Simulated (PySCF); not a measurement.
# AgN₂H₆+: NMR shieldings

Wanted: NMR shieldings for AgN₂H₆+ (`[NH3]->[Ag+]<-[NH3]`).

Programs: PySCF 2.14.0, with routines of our own; each step states its level. All values are computed. Atoms count from 0.

3 further runs of the same task are left out: 3 for a basis unfit for spin-orbit shieldings.

## Step 1: The system as given

9 atoms, charge 1, multiplicity 1; geometry from: GFN2-xTB.

## Step 2: NMR shieldings: PBE/x2c-SVPall-2c, spin-free

The job: settings as JSON, then the geometry in Å.

```
{"job": {"xc": "PBE", "basis": "x2c-SVPall-2c", "rel": "sf", "kind": "hnmr"}, "charge": 1, "multiplicity": 1}
Ag     0.004610     0.003230    -0.000030
N     -0.003720    -0.015450     2.265100
H     -0.418880     0.827040     2.660730
H      0.933810    -0.084110     2.658850
H     -0.531760    -0.800240     2.644910
N      0.004230     0.015960    -2.265030
H     -0.937910     0.018600    -2.653880
H      0.474320    -0.798090    -2.659040
H      0.475300     0.833060    -2.651620
```

Method: PBE/x2c-SVPall-2c GIAO NMR shielding, spin-free X2C, Gaussian nuclei, gas phase.

Run with:

```bash
$ OMP_NUM_THREADS=1 python heavy_run.py task.json out
```

One launch serves the whole session: the jobs run in the order shown.

The log of the run:

```text
spin-free SCF
coarse grid: 33280 points
cycle   1  E = -5427.2511079508  dE =  6.582e-02  |g| = 6.976e-01  |ddm| = 2.817e+00
cycle   2  E = -5427.0204785403  dE =  2.306e-01  |g| = 1.467e+00  |ddm| = 1.502e+00
cycle   3  E = -5427.3275534850  dE = -3.071e-01  |g| = 8.151e-02  |ddm| = 1.089e+00
cycle   4  E = -5427.3278927909  dE = -3.393e-04  |g| = 6.398e-02  |ddm| = 9.455e-02
cycle   5  E = -5427.3285996473  dE = -7.069e-04  |g| = 5.042e-03  |ddm| = 5.069e-02
cycle   6  E = -5427.3286033817  dE = -3.734e-06  |g| = 1.262e-03  |ddm| = 3.024e-03
final grid: 68656 points
cycle   7  E = -5427.3293422001  dE =  7.827e-07  |g| = 3.002e-03  |ddm| = 2.517e-03
cycle   8  E = -5427.3293386106  dE =  3.590e-06  |g| = 6.575e-03  |ddm| = 4.959e-03
cycle   9  E = -5427.3293432380  dE = -4.627e-06  |g| = 1.691e-04  |ddm| = 3.265e-03
cycle  10  E = -5427.3293432429  dE = -4.908e-09  |g| = 6.376e-05  |ddm| = 1.540e-04
converged SCF energy = -5427.3293432429
check of the scalar solution
cycle   1  E = -5427.3293432429  dE = -5.427e+03  |FDS-SDF| = 6.376e-05
cycle   2  E = -5427.3293432405  dE =  2.449e-09  |FDS-SDF| = 1.399e-04
cycle   3  E = -5427.3293432437  dE = -3.201e-09  |FDS-SDF| = 8.289e-06
converged, E = -5427.3293432437

Field gradients (au) and densities at the nuclei (bohr^-3)
atom        Vxx        Vyy        Vzz        centre      nuclear mean
  0 Ag     0.8234     0.8234    -1.6468     117119.440     116983.790
  1 N      0.2235     0.2240    -0.4474        186.341        186.341
  2 H     -0.1726    -0.2013     0.3738          0.355          0.355
  3 H     -0.1725    -0.2012     0.3738          0.355          0.355
  4 H     -0.1724    -0.2010     0.3734          0.355          0.355
  5 N      0.2235     0.2239    -0.4474        186.341        186.341
  6 H     -0.1725    -0.2011     0.3736          0.355          0.355
  7 H     -0.1724    -0.2011     0.3735          0.355          0.355
  8 H     -0.1724    -0.2010     0.3734          0.355          0.355
without picture change
  0 Ag                          -1.9841                    200165.291

Core orbital energies (eV)
atom   shell        mean    spread
  0 Ag 1s       -25286.632   0.000
  0 Ag 2s        -3726.813   0.000
  0 Ag 3s         -687.336   0.000
  0 Ag 4s          -99.840   0.000
  0 Ag 2p        -3346.014   0.032
  0 Ag 3p         -561.908   0.164
  0 Ag 4p          -63.490   0.067
  0 Ag 3d         -363.096   0.158

Shielding tensors (ppm)
atom      isotropic    diamagn.    paramagn.     s11        s22        s33       span
  0 Ag     3677.44     4718.33    -1040.89    3118.69    3118.75    4794.88    1676.19
  1 N       264.41      298.94      -34.53     250.01     271.59     271.63      21.62
  2 H        29.48       25.94        3.55      21.41      25.10      41.93      20.53
  3 H        29.48       25.93        3.55      21.41      25.09      41.94      20.53
  4 H        29.48       25.94        3.54      21.40      25.11      41.92      20.52
  5 N       264.40      298.94      -34.54     250.00     271.57     271.63      21.63
  6 H        29.48       25.94        3.54      21.40      25.11      41.93      20.52
  7 H        29.48       25.93        3.54      21.40      25.10      41.93      20.53
  8 H        29.48       25.92        3.55      21.41      25.09      41.93      20.52
```

It took 6.6 s on 1 thread of Intel Xeon 6975P-C, shared host; peak memory 0.72 GiB.

## Step 3: NMR shieldings: PBE/x2c-SVPall-2c in water, spin-free

The job, as its differences from that of step 2:

```diff
@@ -1,2 +1,2 @@
-{"job": {"xc": "PBE", "basis": "x2c-SVPall-2c", "rel": "sf", "kind": "hnmr"}, "charge": 1, "multiplicity": 1}
+{"job": {"xc": "PBE", "basis": "x2c-SVPall-2c", "rel": "sf", "solvent": "water", "kind": "hnmr"}, "charge": 1, "multiplicity": 1}
 Ag     0.004610     0.003230    -0.000030
```

Level: PBE/x2c-SVPall-2c GIAO NMR shielding, spin-free X2C, Gaussian nuclei, IEF-PCM water.

The log of the run:

```text
spin-free SCF
coarse grid: 33280 points
cycle   1  E = -5427.3428256845  dE = -2.485e-02  |g| = 6.979e-01  |ddm| = 2.812e+00
cycle   2  E = -5427.1056074534  dE =  2.372e-01  |g| = 1.478e+00  |ddm| = 1.558e+00
cycle   3  E = -5427.4194757628  dE = -3.139e-01  |g| = 7.934e-02  |ddm| = 1.097e+00
cycle   4  E = -5427.4198839666  dE = -4.082e-04  |g| = 6.063e-02  |ddm| = 8.091e-02
cycle   5  E = -5427.4204897175  dE = -6.058e-04  |g| = 6.747e-03  |ddm| = 4.477e-02
cycle   6  E = -5427.4204976956  dE = -7.978e-06  |g| = 5.511e-04  |ddm| = 5.098e-03
final grid: 68656 points
cycle   7  E = -5427.4212368978  dE =  1.482e-07  |g| = 1.246e-03  |ddm| = 1.328e-03
cycle   8  E = -5427.4212362411  dE =  6.567e-07  |g| = 2.625e-03  |ddm| = 2.296e-03
cycle   9  E = -5427.4212371058  dE = -8.647e-07  |g| = 9.334e-05  |ddm| = 1.490e-03
cycle  10  E = -5427.4212371076  dE = -1.788e-09  |g| = 2.049e-05  |ddm| = 8.591e-05
converged SCF energy = -5427.4212371076
check of the scalar solution
cycle   1  E = -5427.4212371076  dE = -5.427e+03  |FDS-SDF| = 2.049e-05
cycle   2  E = -5427.4212371074  dE =  1.919e-10  |FDS-SDF| = 4.641e-05
converged, E = -5427.4212371074

Field gradients (au) and densities at the nuclei (bohr^-3)
atom        Vxx        Vyy        Vzz        centre      nuclear mean
  0 Ag     0.8275     0.8276    -1.6552     117119.651     116984.000
  1 N      0.2137     0.2142    -0.4279        186.342        186.342
  2 H     -0.1726    -0.2008     0.3734          0.354          0.354
  3 H     -0.1726    -0.2007     0.3733          0.354          0.354
  4 H     -0.1724    -0.2005     0.3730          0.354          0.354
  5 N      0.2138     0.2140    -0.4279        186.343        186.342
  6 H     -0.1725    -0.2006     0.3732          0.354          0.354
  7 H     -0.1725    -0.2006     0.3731          0.354          0.354
  8 H     -0.1724    -0.2005     0.3730          0.354          0.354
without picture change
  0 Ag                          -1.9939                    200165.658

Core orbital energies (eV)
atom   shell        mean    spread
  0 Ag 1s       -25281.961   0.000
  0 Ag 2s        -3722.146   0.000
  0 Ag 3s         -682.667   0.000
  0 Ag 4s          -95.162   0.000
  0 Ag 2p        -3341.347   0.031
  0 Ag 3p         -557.238   0.161
  0 Ag 4p          -58.810   0.068
  0 Ag 3d         -358.427   0.155

Shielding tensors (ppm)
atom      isotropic    diamagn.    paramagn.     s11        s22        s33       span
  0 Ag     3641.66     4718.37    -1076.71    3064.96    3065.01    4795.01    1730.05
  1 N       264.57      298.62      -34.05     250.45     271.61     271.65      21.21
  2 H        29.39       25.83        3.56      21.26      25.00      41.90      20.64
  3 H        29.39       25.82        3.57      21.26      25.00      41.90      20.64
  4 H        29.38       25.83        3.55      21.25      25.01      41.89      20.64
  5 N       264.56      298.62      -34.06     250.44     271.60     271.65      21.21
  6 H        29.38       25.83        3.55      21.25      25.01      41.89      20.64
  7 H        29.38       25.83        3.56      21.25      25.00      41.89      20.64
  8 H        29.38       25.82        3.57      21.26      24.99      41.90      20.64
```

It took 6.6 s on 1 thread of Intel Xeon 6975P-C, shared host; peak memory 0.74 GiB.

## Step 4: NMR shieldings: PBE/x2c-SVPall-2c in dichloromethane, spin-free

The job, as its differences from that of step 3:

```diff
@@ -1,2 +1,2 @@
-{"job": {"xc": "PBE", "basis": "x2c-SVPall-2c", "rel": "sf", "solvent": "water", "kind": "hnmr"}, "charge": 1, "multiplicity": 1}
+{"job": {"xc": "PBE", "basis": "x2c-SVPall-2c", "rel": "sf", "solvent": "dichloromethane", "kind": "hnmr"}, "charge": 1, "multiplicity": 1}
 Ag     0.004610     0.003230    -0.000030
```

Level: PBE/x2c-SVPall-2c GIAO NMR shielding, spin-free X2C, Gaussian nuclei, IEF-PCM dichloromethane.

The log of the run:

```text
spin-free SCF
coarse grid: 33280 points
cycle   1  E = -5427.3337559623  dE = -1.589e-02  |g| = 6.979e-01  |ddm| = 2.812e+00
cycle   2  E = -5427.0968389481  dE =  2.369e-01  |g| = 1.477e+00  |ddm| = 1.553e+00
cycle   3  E = -5427.4103666370  dE = -3.135e-01  |g| = 7.943e-02  |ddm| = 1.098e+00
cycle   4  E = -5427.4107529033  dE = -3.863e-04  |g| = 6.122e-02  |ddm| = 8.130e-02
cycle   5  E = -5427.4113744682  dE = -6.216e-04  |g| = 6.465e-03  |ddm| = 4.544e-02
cycle   6  E = -5427.4113816657  dE = -7.198e-06  |g| = 5.889e-04  |ddm| = 4.832e-03
final grid: 68656 points
cycle   7  E = -5427.4121208880  dE =  1.704e-07  |g| = 1.333e-03  |ddm| = 1.409e-03
cycle   8  E = -5427.4121201400  dE =  7.480e-07  |g| = 2.808e-03  |ddm| = 2.453e-03
cycle   9  E = -5427.4121211243  dE = -9.843e-07  |g| = 9.709e-05  |ddm| = 1.590e-03
cycle  10  E = -5427.4121211263  dE = -1.949e-09  |g| = 1.967e-05  |ddm| = 8.848e-05
converged SCF energy = -5427.4121211263
check of the scalar solution
cycle   1  E = -5427.4121211263  dE = -5.427e+03  |FDS-SDF| = 1.967e-05
cycle   2  E = -5427.4121211261  dE =  1.701e-10  |FDS-SDF| = 4.500e-05
converged, E = -5427.4121211261

Field gradients (au) and densities at the nuclei (bohr^-3)
atom        Vxx        Vyy        Vzz        centre      nuclear mean
  0 Ag     0.8266     0.8268    -1.6535     117119.622     116983.972
  1 N      0.2152     0.2156    -0.4308        186.343        186.343
  2 H     -0.1726    -0.2009     0.3735          0.354          0.354
  3 H     -0.1726    -0.2008     0.3734          0.354          0.354
  4 H     -0.1725    -0.2006     0.3731          0.354          0.354
  5 N      0.2152     0.2155    -0.4307        186.343        186.343
  6 H     -0.1725    -0.2007     0.3733          0.354          0.354
  7 H     -0.1725    -0.2007     0.3732          0.354          0.354
  8 H     -0.1724    -0.2006     0.3731          0.354          0.354
without picture change
  0 Ag                          -1.9920                    200165.608

Core orbital energies (eV)
atom   shell        mean    spread
  0 Ag 1s       -25282.415   0.000
  0 Ag 2s        -3722.599   0.000
  0 Ag 3s         -683.120   0.000
  0 Ag 4s          -95.616   0.000
  0 Ag 2p        -3341.800   0.031
  0 Ag 3p         -557.691   0.161
  0 Ag 4p          -59.264   0.068
  0 Ag 3d         -358.880   0.156

Shielding tensors (ppm)
atom      isotropic    diamagn.    paramagn.     s11        s22        s33       span
  0 Ag     3645.54     4718.35    -1072.81    3070.81    3070.83    4794.98    1724.18
  1 N       264.53      298.63      -34.10     250.35     271.59     271.63      21.28
  2 H        29.40       25.85        3.56      21.29      25.02      41.90      20.62
  3 H        29.40       25.84        3.56      21.29      25.02      41.91      20.62
  4 H        29.40       25.85        3.55      21.27      25.03      41.89      20.62
  5 N       264.51      298.63      -34.11     250.34     271.57     271.63      21.28
  6 H        29.40       25.85        3.55      21.28      25.03      41.89      20.62
  7 H        29.40       25.84        3.55      21.28      25.02      41.90      20.62
  8 H        29.40       25.83        3.57      21.28      25.01      41.90      20.62
```

Run time: 6.1 s. Hardware: 1 thread of Intel Xeon 6975P-C, shared host; peak memory 0.74 GiB.

## Step 5: Shieldings side by side

| run | Ag0 | N5 | N1 | H4 | H6 | H3 | H7 | time |
| --- | --- | --- | --- | --- | --- | --- | --- | --- |
| step 2, PBE/x2c-SVPall-2c, spin-free | 3677.4 | 264.4 | 264.4 | 29.5 | 29.5 | 29.5 | 29.5 | 6.6 s |
| step 3, PBE/x2c-SVPall-2c in water, spin-free | 3641.7 | 264.6 | 264.6 | 29.4 | 29.4 | 29.4 | 29.4 | 6.6 s |
| step 4, PBE/x2c-SVPall-2c in dichloromethane, spin-free | 3645.5 | 264.5 | 264.5 | 29.4 | 29.4 | 29.4 | 29.4 | 6.1 s |

## Step 6: Results

```
                                                            quantity                               value
                   shieldings (step 2, PBE/x2c-SVPall-2c, spin-free)  Ag0 3677.4, N1 264.4, N5 264.4 ppm
          shieldings (step 3, PBE/x2c-SVPall-2c in water, spin-free)  Ag0 3641.7, N1 264.6, N5 264.6 ppm
shieldings (step 4, PBE/x2c-SVPall-2c in dichloromethane, spin-free)  Ag0 3645.5, N1 264.5, N5 264.5 ppm
```

In step 2, Ag0 has the widest tensor, 1676 ppm. A continuum can't give the shift that close solvent molecules cause at an ion. Ag0 moves most between the runs, by 36 ppm; the labels say what changes from run to run. No run holds spin-orbit coupling, which is large for shieldings at and beside heavy atoms. The geometry comes from tight binding, which is rough for metal atoms, and these values hang on it.
